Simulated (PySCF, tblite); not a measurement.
# C₃H₁₀SSi₂: a rotation path, then NMR shifts on frames

Aim: move C₃H₁₀SSi₂ (`C=CC[SiH2]S[SiH3]`) away from its starting geometry and see how NMR shifts follow the geometry.

The runs use tblite 0.8.0 and PySCF 2.14.0, with density-fitted response routines of our own; the level of theory stands in each step. All values are computed, except where a source is named. Atoms are numbered from 0 throughout.

## Step 1: The molecule as given

16 atoms, charge 0, multiplicity 1; geometry from: GFN2-xTB.

Bonds of the start (Å): C0–C1 1.32, C1–C2 1.49, C2–Si3 1.90, Si3–S4 2.15, S4–Si5 2.14, C0–H6 1.08, C0–H7 1.08, C1–H8 1.08, C2–H9 1.09, C2–H10 1.09, Si3–H11 1.46, Si3–H12 1.46, Si5–H13 1.46, Si5–H14 1.46, Si5–H15 1.45.

## Step 2: A band between two rotamers with GFN2-xTB

What the job is given:

```
{"job": {"kind": "neb", "xc": "GFN2-xTB", "basis": "xTB", "atoms": [1, 2, 3, 4], "turn": 120}, "charge": 0, "multiplicity": 1}
C     -3.351545     0.047567     0.562728
C     -2.352393    -0.555422    -0.055085
C     -1.080437    -0.965490     0.595706
Si     0.348673     0.154084     0.038635
S      2.104832    -0.601000     1.027300
Si     3.668228     0.663722     0.291709
H     -4.250451     0.340350     0.047980
H     -3.311563     0.267281     1.617204
H     -2.416848    -0.762570    -1.115555
H     -0.843916    -1.998031     0.331400
H     -1.180631    -0.920595     1.680892
H      0.573745     0.083398    -1.404604
H      0.148190     1.543168     0.444716
H      3.752023     0.496501    -1.154048
H      3.340490     2.043102     0.628215
H      4.844005     0.172881     0.986362
```

Method: GFN2-xTB climbing-image nudged elastic band, gas phase.

The run is started by

```
$ OMP_NUM_THREADS=1 python probes_run.py task.json out
```

This one command runs all jobs of the session in turn.

What it wrote:

```text
image   E - E0 / eV
  0       0.0000
  1       0.0077
  2       0.0239
  3       0.0415
  4       0.0520
  5       0.0509
  6       0.0403
  7       0.0278
  8       0.0228
```

It took 2.7 s on 1 thread of Intel Xeon 6975P-C, shared host; peak memory 0.19 GiB.

The final band, with the dihedral C1–C2–Si3–S4:

```
image  dihedral (°)  energy (eV)  energy (kcal/mol)
    0          -179        0.000                0.0
    1          -164        0.008                0.2
    2          -149        0.024                0.6
    3          -134        0.041                1.0
    4          -119        0.052                1.2
    5          -104        0.051                1.2
    6           -89        0.040                0.9
    7           -74        0.028                0.6
    8           -59        0.023                0.5
```

## Step 3: Shielding tensors: image 0, PBE0/pcSseg-1

What the job is given:

```
{"job": {"kind": "nmr", "xc": "PBE0", "basis": "pcSseg-1", "pop": false}, "charge": 0, "multiplicity": 1}
C     -3.351500     0.047600     0.562700
C     -2.352400    -0.555400    -0.055100
C     -1.080400    -0.965500     0.595700
Si     0.348700     0.154100     0.038600
S      2.104800    -0.601000     1.027300
Si     3.668200     0.663700     0.291700
H     -4.250500     0.340400     0.048000
H     -3.311600     0.267300     1.617200
H     -2.416800    -0.762600    -1.115600
H     -0.843900    -1.998000     0.331400
H     -1.180600    -0.920600     1.680900
H      0.573700     0.083400    -1.404600
H      0.148200     1.543200     0.444700
H      3.752000     0.496500    -1.154000
H      3.340500     2.043100     0.628200
H      4.844000     0.172900     0.986400
```

Level: GIAO PBE0/pcSseg-1 NMR shielding, non-relativistic, gas phase.

What it wrote:

```text
coarse grid: 14336 points
cycle   1  E = -1096.8632671137  dE =  3.425e-01  |g| = 4.041e-01  |ddm| = 3.548e+00
cycle   2  E = -1096.8558543199  dE =  7.413e-03  |g| = 4.411e-01  |ddm| = 9.192e-01
cycle   3  E = -1096.9092686012  dE = -5.341e-02  |g| = 2.720e-02  |ddm| = 5.164e-01
cycle   4  E = -1096.9093998202  dE = -1.312e-04  |g| = 1.508e-02  |ddm| = 4.600e-02
cycle   5  E = -1096.9094516829  dE = -5.186e-05  |g| = 6.009e-03  |ddm| = 1.803e-02
cycle   6  E = -1096.9094600396  dE = -8.357e-06  |g| = 1.827e-03  |ddm| = 5.855e-03
final grid: 122944 points
cycle   7  E = -1096.9460419517  dE = -2.078e-05  |g| = 7.743e-03  |ddm| = 2.365e-02
cycle   8  E = -1096.9460295043  dE =  1.245e-05  |g| = 1.025e-02  |ddm| = 1.650e-02
cycle   9  E = -1096.9460569903  dE = -2.749e-05  |g| = 1.441e-03  |ddm| = 9.871e-03
cycle  10  E = -1096.9460575066  dE = -5.163e-07  |g| = 2.093e-04  |ddm| = 1.219e-03
cycle  11  E = -1096.9460575177  dE = -1.117e-08  |g| = 3.499e-05  |ddm| = 2.419e-04
cycle  12  E = -1096.9460575180  dE = -2.610e-10  |g| = 1.392e-05  |ddm| = 5.247e-05
converged SCF energy = -1096.9460575180

GIAO shielding tensors (ppm)
atom      isotropic    diamagn.    paramagn.     s11        s22        s33       span
  0 C       64.480     252.455    -187.976    -48.350     85.342    156.447    204.797
  1 C       46.834     256.975    -210.140    -74.152     52.983    161.672    235.824
  2 C      160.523     253.986     -93.463    139.182    153.820    188.567     49.385
  3 Si     375.680     881.884    -506.205    345.717    361.308    420.013     74.296
  4 S      834.778    1061.565    -226.787    792.037    833.375    878.922     86.885
  5 Si     408.161     879.666    -471.505    369.724    398.056    456.702     86.977
  6 H       26.426      28.091      -1.665     23.375     25.446     30.458      7.083
  7 H       26.241      30.968      -4.727     22.681     25.501     30.543      7.862
  8 H       25.631      31.498      -5.868     23.469     24.627     28.796      5.327
  9 H       29.534      31.804      -2.269     25.073     29.407     34.123      9.050
 10 H       29.487      33.030      -3.542     25.336     29.966     33.160      7.823
 11 H       26.977      31.835      -4.858     22.896     26.184     31.853      8.957
 12 H       27.142      31.849      -4.707     23.194     26.338     31.895      8.701
 13 H       27.089      29.083      -1.994     22.995     25.293     32.979      9.983
 14 H       27.110      29.067      -1.957     23.040     25.337     32.953      9.913
 15 H       27.040      28.384      -1.344     23.029     24.678     33.413     10.384
```

It took 16 s on 1 thread of Intel Xeon 6975P-C, shared host; peak memory 0.79 GiB.

The references, computed at this level on geometries of the same kind, shield at (ppm): ¹H TMS 31.72, ¹³C TMS 186.9, ²⁹Si TMS 349.2, ³³S CS2 504. Their shielding less the atom's gives the shift. The references are single molecules in the gas phase. Each atom is listed at this fixed geometry, with no averaging over motion; a spectrum would average atoms that exchange fast.

```csv
atoms,environment,σ (ppm),δ (ppm)
C1,alkene CH,46.8,140.1
C0,terminal =CH2 carbon,64.5,122.4
C2,allylic sp3 CH2 bonded to Si,160.5,26.4
H8,hydrogen on an alkene CH,25.63,6.09
H7,hydrogen on a terminal =CH2 carbon,26.24,5.48
H6,hydrogen on a terminal =CH2 carbon,26.43,5.29
H11,"hydrogen on a silicon bonded to C, S",26.98,4.74
H15,hydrogen on a silicon bonded to S,27.04,4.68
H13,hydrogen on a silicon bonded to S,27.09,4.63
H14,hydrogen on a silicon bonded to S,27.11,4.61
H12,"hydrogen on a silicon bonded to C, S",27.14,4.57
H10,hydrogen on an allylic sp3 CH2 bonded to Si,29.49,2.23
H9,hydrogen on an allylic sp3 CH2 bonded to Si,29.53,2.18
Si3,"silicon bonded to C, S, 2 H",375.7,-26.5
Si5,"silicon bonded to S, 3 H",408.2,-59.0
S4,sulfur bonded to 2 Si,835,-331
```

## Step 4: NMR shieldings: image 2, PBE0/pcSseg-1

What the job is given:

```
{"job": {"kind": "nmr", "xc": "PBE0", "basis": "pcSseg-1", "pop": false}, "charge": 0, "multiplicity": 1}
C     -3.395500    -0.054000     0.290800
C     -2.277700    -0.661900    -0.058800
C     -1.093400    -0.840800     0.823600
Si     0.327800     0.299200     0.274500
S      2.138600    -0.742800     0.791200
Si     3.692500     0.574200     0.128100
H     -4.219300     0.063100    -0.392700
H     -3.531800     0.346900     1.282000
H     -2.170600    -1.052600    -1.062700
H     -0.752300    -1.876600     0.778600
H     -1.361100    -0.632500     1.860600
H      0.331200     0.517700    -1.171000
H      0.313000     1.586800     0.967400
H      3.577600     0.746400    -1.315500
H      3.510600     1.854800     0.797200
H      4.902700    -0.118800     0.530100
```

Level: GIAO PBE0/pcSseg-1 NMR shielding, non-relativistic, gas phase.

What it wrote:

```text
coarse grid: 14336 points
cycle   1  E = -1096.8625668176  dE =  3.396e-01  |g| = 4.038e-01  |ddm| = 3.546e+00
cycle   2  E = -1096.8556844159  dE =  6.882e-03  |g| = 4.387e-01  |ddm| = 9.154e-01
cycle   3  E = -1096.9085812682  dE = -5.290e-02  |g| = 2.571e-02  |ddm| = 5.124e-01
cycle   4  E = -1096.9087111468  dE = -1.299e-04  |g| = 1.200e-02  |ddm| = 4.375e-02
cycle   5  E = -1096.9087448376  dE = -3.369e-05  |g| = 4.917e-03  |ddm| = 1.652e-02
cycle   6  E = -1096.9087503118  dE = -5.474e-06  |g| = 1.632e-03  |ddm| = 4.838e-03
final grid: 122944 points
cycle   7  E = -1096.9451403763  dE = -1.947e-05  |g| = 7.496e-03  |ddm| = 2.188e-02
cycle   8  E = -1096.9451300438  dE =  1.033e-05  |g| = 9.665e-03  |ddm| = 1.595e-02
cycle   9  E = -1096.9451544690  dE = -2.443e-05  |g| = 1.364e-03  |ddm| = 9.365e-03
cycle  10  E = -1096.9451549300  dE = -4.610e-07  |g| = 2.099e-04  |ddm| = 1.172e-03
cycle  11  E = -1096.9451549415  dE = -1.149e-08  |g| = 3.720e-05  |ddm| = 2.582e-04
cycle  12  E = -1096.9451549418  dE = -3.247e-10  |g| = 1.422e-05  |ddm| = 5.984e-05
converged SCF energy = -1096.9451549418

GIAO shielding tensors (ppm)
atom      isotropic    diamagn.    paramagn.     s11        s22        s33       span
  0 C       66.200     252.476    -186.277    -45.155     87.517    156.237    201.392
  1 C       45.021     256.819    -211.797    -77.109     51.773    160.400    237.509
  2 C      161.545     253.949     -92.404    141.689    155.987    186.958     45.269
  3 Si     377.536     881.741    -504.205    352.419    356.820    423.369     70.950
  4 S      829.483    1061.596    -232.114    773.672    834.679    880.096    106.424
  5 Si     408.555     879.670    -471.115    369.658    399.208    456.799     87.141
  6 H       26.523      28.316      -1.793     23.471     25.468     30.630      7.159
  7 H       26.377      30.778      -4.401     22.893     25.595     30.642      7.750
  8 H       25.549      31.922      -6.373     23.320     24.386     28.942      5.622
  9 H       29.643      32.072      -2.429     24.834     29.927     34.168      9.335
 10 H       29.358      32.569      -3.211     25.659     28.944     33.471      7.812
 11 H       27.133      31.978      -4.845     23.008     26.524     31.866      8.858
 12 H       27.016      31.580      -4.565     23.016     26.025     32.006      8.990
 13 H       27.090      29.162      -2.072     23.006     25.330     32.934      9.929
 14 H       27.128      28.962      -1.834     23.033     25.367     32.984      9.951
 15 H       27.046      28.379      -1.333     23.035     24.673     33.432     10.397
```

Run time: 16 s. Hardware: 1 thread of Intel Xeon 6975P-C, shared host; peak memory 0.81 GiB.

In short: δ C1 141.9, C0 120.7, C2 25.4, Si3 -28.4, H8 6.17, H7 5.34 ppm.

[end of part 1 of 2]
